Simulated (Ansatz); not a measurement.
# ZrOs: the cost of one run

Program: Ansatz 0.2.0. Level of theory: DFT LDA, scalar-relativistic. These are calculated values, not measurements.

## Step 1: The structure to begin with

Symmetry: Pm-3m, No. 221, cubic system. The conventional cell has a = 3.263 Å, b = 3.263 Å, c = 3.263 Å, α = 90.00°, β = 90.00°, γ = 90.00°. Zr (site symmetry m-3m) has 8 Os at 2.83 Å as nearest neighbours. Os (site symmetry m-3m) is surrounded by 8 Zr at 2.83 Å.

Coordinates:

```cif
data_structure
_symmetry_space_group_name_H-M 'Pm-3m'
_symmetry_Int_Tables_number 221
_cell_length_a 3.2630
_cell_length_b 3.2630
_cell_length_c 3.2630
_cell_angle_alpha 90.000
_cell_angle_beta 90.000
_cell_angle_gamma 90.000
_cell_volume 34.74
loop_
_atom_site_label
_atom_site_type_symbol
_atom_site_symmetry_multiplicity
_atom_site_Wyckoff_symbol
_atom_site_fract_x
_atom_site_fract_y
_atom_site_fract_z
_atom_site_occupancy
Zr1 Zr 1 b 0.50000 0.50000 0.50000 1
Os1 Os 1 a 0.00000 0.00000 0.00000 1
```

The file gives the conventional cell by its symmetry; the runs use the cell typed in the input.

Atoms are numbered in the order of the input: Zr1, Os2.

## Step 2: After the deformation

Space group Pm-3m before, P4/mmm after.

## Step 3: All-electron LAPW

input.yaml reads:

```yaml
crystal:
  lattice:
    - [3.19774, 0.0, 0.0]
    - [0.0, 3.19774, 0.0]
    - [0.0, 0.0, 3.263]
  atoms:
    - { symbol: Zr, position: [0.5, 0.5, 0.5] }
    - { symbol: Os, position: [0.0, 0.0, 0.0] }
kpoints:
  mp_grid: { grid: [13, 13, 13] }
  band_path:
    path:
      - [0.0, 0.0, 0.0]
      - [0.0, 0.5, 0.0]
      - [0.5, 0.5, 0.0]
      - [0.0, 0.0, 0.0]
      - [0.0, 0.0, 0.5]
      - [0.0, 0.5, 0.5]
      - [0.5, 0.5, 0.5]
      - [0.0, 0.0, 0.5]
      - [0.0, 0.5, 0.0]
    npoints: 5
scf:
  occupations: { method: fermi_dirac, width: 0.03 }
hamiltonian:
  xc: lda
  pseudopotentials: { kind: all_electron, lapw: { basis_error: 0.00025 } }
output:
  forces: true
  stress: true
  eigenvalues: true
```

The run is started by

```console
$ ansatz run input.yaml --threads 1 --pin off --max-ram 3072MiB --backend cpu --events-out ev --progress --plain --runs-dir out
```

**Question.** How long does this run take on 1 thread of Arm Neoverse V2, shared host, and how much memory does it need?

About 93 s, with a peak of 0.95 GiB.
